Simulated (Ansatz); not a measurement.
# H6O2Si2: the cost of one run

Program: Ansatz 0.2.0. Level of theory: RKS BLYP/def2-SVP. These are calculated values, not measurements.

### 1 The starting structure

Bond lengths: Si1–Si2 2.595 Å, Si1–O4 1.623 Å, Si1–O5 1.660 Å, Si2–H6 1.449 Å, Si2–H7 1.487 Å, Si2–H8 1.454 Å, O4–H9 0.959 Å, O5–H10 0.949 Å. Angles: Si1–Si2–H6 87.1°, Si1–Si2–H7 149.5°, Si1–Si2–H8 89.2°, H6–Si2–H7 106.3°, H6–Si2–H8 120.1°, H7–Si2–H8 106.3°, Si2–Si1–O4 111.6°, Si2–Si1–O5 124.3°, O4–Si1–O5 100.8°, Si1–O4–H9 119.9°, Si1–O5–H10 120.1°.

As a file:

```xyz
10

Si   -0.5648   -0.4028    0.7594
Si    1.5688    0.5577   -0.3633
H    -0.1765    0.2602   -0.9569
O    -1.6448    0.7640    1.0845
O    -1.5471   -1.5514    0.0727
H     1.6179    1.5179    0.7206
H     2.2193    1.2110   -1.5298
H     2.2056   -0.7407   -0.2164
H    -2.4956    0.7642    0.6425
H    -1.1828   -2.3801   -0.2133
```

### 2 Pulling towards end A

Springs on the bonds that form and break draw the guess towards this end; the thresholds are loose.

The input, input.yaml:

```yaml
crystal:
  periodic: [false, false, false]
  atoms:
    - { symbol: Si, position_ang: [-0.5648, -0.4028, 0.7594] }
    - { symbol: Si, position_ang: [1.5688, 0.5577, -0.3633] }
    - { symbol: H, position_ang: [-0.1765, 0.2602, -0.9569] }
    - { symbol: O, position_ang: [-1.6448, 0.764, 1.0845] }
    - { symbol: O, position_ang: [-1.5471, -1.5514, 0.0727] }
    - { symbol: H, position_ang: [1.6179, 1.5179, 0.7206] }
    - { symbol: H, position_ang: [2.2193, 1.211, -1.5298] }
    - { symbol: H, position_ang: [2.2056, -0.7407, -0.2164] }
    - { symbol: H, position_ang: [-2.4956, 0.7642, 0.6425] }
    - { symbol: H, position_ang: [-1.1828, -2.3801, -0.2133] }
basis:
  gaussian: { orbitals: def2-SVP }
hamiltonian:
  xc: blyp
relax:
  f_tol: 0.15
  max_steps: 25
  restrain:
    - { distance: [2, 1], at: 2.72, k: 30.0 }
    - { distance: [0, 1], at: 2.22, k: 30.0 }
    - { distance: [0, 2], at: 1.42, k: 30.0 }
output:
  orbitals: {}
```

On the command line:

```console
$ ansatz run input.yaml --threads 2 --pin off --max-ram 3072MiB --backend cpu --events-out ev --progress --plain --runs-dir out
```

What time and memory should one allow on 2 threads of Arm Neoverse V1, shared host?

About 27 s, with a peak of 0.13 GiB.
